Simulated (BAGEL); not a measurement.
**HF/6-31G(d) (density fitting with cc-pvqz-jkfit, spherical functions) run of SF6 (sulfur hexafluoride)**

Aim: the vertical ionisation energy of SF6 (sulfur hexafluoride) at HF/6-31G* (density fitting with cc-pvqz-jkfit, spherical functions), from 2 runs. 

Program for the calculation: BAGEL 1.2.2.

5 further runs of the same task are left out: 2 that didn't finish, 3 set aside as unsound or not needed. Runs told in other sessions of the task aren't counted.

## Step 1: The molecule

SF6: 7 atoms, total charge 0, spin state singlet. As SMILES, `FS(F)(F)(F)(F)F`. The coordinates come from a PBE0-D4/def2-TZVP relaxation.

Bond lengths: F1–S2 1.565 Å, S2–F3 1.565 Å, S2–F4 1.565 Å, S2–F5 1.565 Å, S2–F6 1.565 Å, S2–F7 1.565 Å. Some angles: F1–S2–F3 90.0°, F1–S2–F4 90.0°, F1–S2–F5 180.0°, F1–S2–F6 90.0°, F1–S2–F7 90.0°, F3–S2–F4 180.0°, F3–S2–F5 90.0°, F3–S2–F6 90.0°, F3–S2–F7 90.0°, F4–S2–F5 90.0°.

## Step 2: The energy at HF/6-31G(d) (density fitting with cc-pvqz-jkfit, spherical functions)

input.json

```json
{ "bagel": [

{
  "title": "molecule",
  "basis": "6-31gs.json",
  "df_basis": "cc-pvqz-jkfit",
  "angstrom": "true",
  "geometry": [
    { "atom": "F", "xyz": [   -0.566040,   -1.308390,    0.646140 ] },
    { "atom": "S", "xyz": [    0.000000,    0.000000,    0.000000 ] },
    { "atom": "F", "xyz": [    1.164640,    0.012530,    1.045590 ] },
    { "atom": "F", "xyz": [   -1.164600,   -0.012550,   -1.045640 ] },
    { "atom": "F", "xyz": [    0.565990,    1.308430,   -0.646120 ] },
    { "atom": "F", "xyz": [   -0.879260,    0.858880,    0.969040 ] },
    { "atom": "F", "xyz": [    0.879260,   -0.858900,   -0.969010 ] }
  ]
},
{ "title": "hf" },
{ "title": "print", "file": "orbitals.molden", "orbitals": "true" }

]}
```

The basis set 6-31G* is read from a file made from the Basis Set Exchange's data (not shown).

Launch:

```sh
$ BAGEL_NUM_THREADS=1 BAGEL input.json > input.out
```

Output:

```text
* using 1 threads per process

  ===============================================================
  ===============================================================

  *** Geometry ***

  { "atom" : "F", "xyz" : [     -1.069661,     -2.472499,      1.221028 ] },
  { "atom" : "S", "xyz" : [      0.000000,      0.000000,      0.000000 ] },
  { "atom" : "F", "xyz" : [      2.200851,      0.023678,      1.975879 ] },
  { "atom" : "F", "xyz" : [     -2.200775,     -0.023716,     -1.975973 ] },
  { "atom" : "F", "xyz" : [      1.069566,      2.472574,     -1.220990 ] },
  { "atom" : "F", "xyz" : [     -1.661561,      1.623048,      1.831220 ] },
  { "atom" : "F", "xyz" : [      1.661561,     -1.623086,     -1.831164 ] },

  Number of auxiliary basis functions:      784

  Since a DF basis is specified, we compute 2- and 3-index integrals:
    o Being stored without compression. Storage requirement is 0.065 GB

  Number of basis functions:      102
  Number of electrons      :       70

    * METHOD: MOLECULE                             0.77

  *** RHF ***

  === Nuclear Repulsion ===
   565.5640937984

      * DIIS with orbital gradients will be used.

  === RHF iteration (6-31gs.json) ===
      0       -993.44084386          0.02852274           0.30
      1       -993.75326694          0.01950330           0.30
      2       -993.97925572          0.00093623           0.30
      3       -993.98049820          0.00017659           0.30
      4       -993.98053550          0.00004684           0.31
      5       -993.98053925          0.00000854           0.29
      6       -993.98053935          0.00000144           0.31
      7       -993.98053935          0.00000041           0.28
      8       -993.98053935          0.00000007           0.30
      9       -993.98053935          0.00000001           0.29
    * SCF iteration converged.

    * Permanent dipole moment:
           (   -0.000012,     0.000009,    -0.000001) a.u.

    * METHOD: HF                                   3.40

    * METHOD: PRINT                                0.03

  ===============================================================
```

Run time: 4.5 s. Hardware: 1 thread of Arm Neoverse V1, shared host; peak memory 0.23 GiB.

## Step 3: The doublet cation, same level

input.json, as its differences from that of step 2:

```diff
@@ -6,3 +6,3 @@
   "df_basis": "cc-pvqz-jkfit",
-  "angstrom": "true",
+  "angstrom": true,
   "geometry": [
@@ -17,4 +17,4 @@
 },
-{ "title": "hf" },
-{ "title": "print", "file": "orbitals.molden", "orbitals": "true" }
+{ "title": "uhf", "charge": 1, "nopen": 1 },
+{ "title": "print", "file": "orbitals.molden", "orbitals": true }
```

The basis set 6-31G* is read from a file made from the Basis Set Exchange's data (not shown).

Launch:

```sh
$ BAGEL_NUM_THREADS=1 BAGEL input.json > input.out
```

Output:

```text
* using 1 threads per process

  ===============================================================
  ===============================================================

  *** Geometry ***

  { "atom" : "F", "xyz" : [     -1.069661,     -2.472499,      1.221028 ] },
  { "atom" : "S", "xyz" : [      0.000000,      0.000000,      0.000000 ] },
  { "atom" : "F", "xyz" : [      2.200851,      0.023678,      1.975879 ] },
  { "atom" : "F", "xyz" : [     -2.200775,     -0.023716,     -1.975973 ] },
  { "atom" : "F", "xyz" : [      1.069566,      2.472574,     -1.220990 ] },
  { "atom" : "F", "xyz" : [     -1.661561,      1.623048,      1.831220 ] },
  { "atom" : "F", "xyz" : [      1.661561,     -1.623086,     -1.831164 ] },

  Number of auxiliary basis functions:      784

  Since a DF basis is specified, we compute 2- and 3-index integrals:
    o Being stored without compression. Storage requirement is 0.065 GB

  Number of basis functions:      102
  Number of electrons      :       70

    * METHOD: MOLECULE                             0.75

  *** Open-shell HF ***

  === Nuclear Repulsion ===
   565.5640937984

      * DIIS with orbital gradients will be used.

  === UHF iteration (6-31gs.json) ===
      0       -992.84130896          0.05623228           0.60
      1       -993.13676215          0.03808097           0.58
      2       -993.26708166          0.02406735           0.59
      3       -993.35331861          0.00096189           0.58
      4       -993.35377203          0.00040718           0.59
      5       -993.35386460          0.00010661           0.59
      6       -993.35388105          0.00004210           0.59
      7       -993.35388750          0.00002002           0.59
      8       -993.35389075          0.00001462           0.58
      9       -993.35389244          0.00001402           0.58
     10       -993.35389289          0.00001497           0.58
     11       -993.35389249          0.00001382           0.58
     12       -993.35389302          0.00000987           0.58
     13       -993.35389375          0.00000767           0.60
     14       -993.35389349          0.00000231           0.59
     15       -993.35389383          0.00000152           0.60
     16       -993.35389414          0.00000112           0.59
     17       -993.35389429          0.00000097           0.58
     18       -993.35389438          0.00000047           0.58
     19       -993.35389440          0.00000026           0.58
     20       -993.35389440          0.00000019           0.58
     21       -993.35389440          0.00000020           0.59
     22       -993.35389440          0.00000018           0.59
     23       -993.35389440          0.00000015           0.59
     24       -993.35389440          0.00000011           0.59
     25       -993.35389440          0.00000010           0.58
     26       -993.35389440          0.00000009           0.58
     27       -993.35389440          0.00000009           0.59
     28       -993.35389440          0.00000009           0.59
     29       -993.35389440          0.00000011           0.59
     30       -993.35389440          0.00000007           0.59
     31       -993.35389440          0.00000004           0.59
     32       -993.35389440          0.00000004           0.60
     33       -993.35389440          0.00000003           0.60
     34       -993.35389440          0.00000002           0.60
     35       -993.35389440          0.00000002           0.60
     36       -993.35389440          0.00000001           0.59
     37       -993.35389440          0.00000001           0.59
    * SCF iteration converged.

    * S^2 (UHF) is 0.7775

    * Permanent dipole moment:
           (   -0.000039,     0.000016,     0.000031) a.u.

    * METHOD: UHF                                 22.78

    * METHOD: PRINT                                0.03

  ===============================================================
```

Wall time 24 s (1 thread of Arm Neoverse V1, shared host); peak memory 0.23 GiB.

## Step 4: Summary of results

At HF/6-31G* (density fitting with cc-pvqz-jkfit, spherical functions):

```
                                          quantity          value
                         singlet SF6: total energy  -993.98054 Eh
                        singlet SF6: dipole moment         0.00 D
                          singlet SF6: HOMO energy      -18.32 eV
                          singlet SF6: LUMO energy        4.24 eV
                        singlet SF6: HOMO–LUMO gap       22.56 eV
                      doublet cation: total energy  -993.35389 Eh
                              doublet cation: ⟨S²⟩          0.777
vertical ionisation energy (to the doublet cation)      17.052 eV
```

The vertical ionisation energy comes to 17.05 eV (1645 kJ/mol). −ε(HOMO) before ionisation, 18.32 eV, is 1.27 eV above this ionisation energy.
